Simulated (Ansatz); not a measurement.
# C3H10Si2: basis-set convergence

The task here is to estimate one member of a computed series from the others.

Program: Ansatz 0.2.0, Gaussian basis. Level of theory: one geometry, several basis sets. These are calculated values, not measurements.

Plan: PBE0-D4/def2-SVP; ωB97M-V/def2-SVP; PBE0-D4/def2-QZVPP; ωB97M-V/def2-QZVPP; the functionals' def2-TZVPP values are taken from earlier runs.

## The relaxed structure

The geometry comes from an earlier relaxation with PBE0-D4 in a triple-zeta def2 set; it is a stationary point, not always the lowest conformer.

SMILES `C=C([SiH3])C[SiH3]`, 15 atoms, charge 0, spin multiplicity 1.

Atoms are counted from 1 here; the program's logs count them from 0.

Bond lengths: C1–C2 1.334 Å, C1–H6 1.085 Å, C1–H7 1.089 Å, C2–Si3 1.870 Å, C2–C4 1.501 Å, Si3–H8 1.490 Å, Si3–H9 1.485 Å, Si3–H10 1.488 Å, C4–Si5 1.888 Å, C4–H11 1.096 Å, C4–H12 1.095 Å, Si5–H13 1.486 Å, Si5–H14 1.486 Å, Si5–H15 1.489 Å. Angles: C2–C1–H6 121.9°, C2–C1–H7 121.8°, H6–C1–H7 116.4°, C1–C2–Si3 119.1°, C1–C2–C4 122.1°, Si3–C2–C4 118.8°, C2–Si3–H8 109.6°, C2–Si3–H9 109.5°, C2–Si3–H10 111.3°, H8–Si3–H9 109.6°, H8–Si3–H10 107.2°, H9–Si3–H10 109.5°, C2–C4–Si5 111.5°, C2–C4–H11 111.0°, C2–C4–H12 111.7°, Si5–C4–H11 107.3°, Si5–C4–H12 108.2°, H11–C4–H12 107.0° and more.

The first run:

Contents of in.yaml:

```yaml
crystal:
  periodic: [false, false, false]
  atoms:
    - {symbol: C, position_ang: [-0.132171, 0.057971, 1.894380]}
    - {symbol: C, position_ang: [-0.390154, -0.193659, 0.609699]}
    - {symbol: Si, position_ang: [-1.994273, 0.417477, -0.132683]}
    - {symbol: C, position_ang: [0.567519, -0.952443, -0.261663]}
    - {symbol: Si, position_ang: [1.769859, 0.207271, -1.140359]}
    - {symbol: H, position_ang: [-0.816292, 0.625592, 2.515676]}
    - {symbol: H, position_ang: [0.776429, -0.298155, 2.376619]}
    - {symbol: H, position_ang: [-2.798786, -0.742110, -0.609000]}
    - {symbol: H, position_ang: [-2.761212, 1.169616, 0.893314]}
    - {symbol: H, position_ang: [-1.744794, 1.293965, -1.309235]}
    - {symbol: H, position_ang: [1.165718, -1.653205, 0.331045]}
    - {symbol: H, position_ang: [0.044115, -1.542193, -1.021630]}
    - {symbol: H, position_ang: [2.625468, 0.882610, -0.129881]}
    - {symbol: H, position_ang: [1.031093, 1.240081, -1.912554]}
    - {symbol: H, position_ang: [2.635781, -0.563519, -2.074328]}
basis:
  gaussian: {orbitals: def2-SVP}
hamiltonian: {xc: pbe0, dispersion: d4}
output: {orbitals: {seedname: orbitals}}
```

Steps of the session up to this table: PBE0-D4 in def2-SVP; ωB97M-V in def2-SVP; PBE0-D4 in def2-QZVPP; ωB97M-V in def2-QZVPP.

One of the session's tables, all rows but one given; the rest of the session is left out.

It belongs to the step «Density functionals: the series». 

```
functional       basis  HOMO (eV)  LUMO (eV)
   PBE0-D4    def2-SVP      -7.34      -0.28
   PBE0-D4  def2-TZVPP      -7.37      -0.45
   PBE0-D4  def2-QZVPP          ?          ?
   ωB97M-V    def2-SVP      -9.49       1.85
   ωB97M-V  def2-TZVPP      -9.54       1.58
   ωB97M-V  def2-QZVPP      -9.54       1.43
```

Estimate the missing values for PBE0-D4, def2-QZVPP.

**Answer.** HOMO (eV): -7.37; LUMO (eV): -0.51.
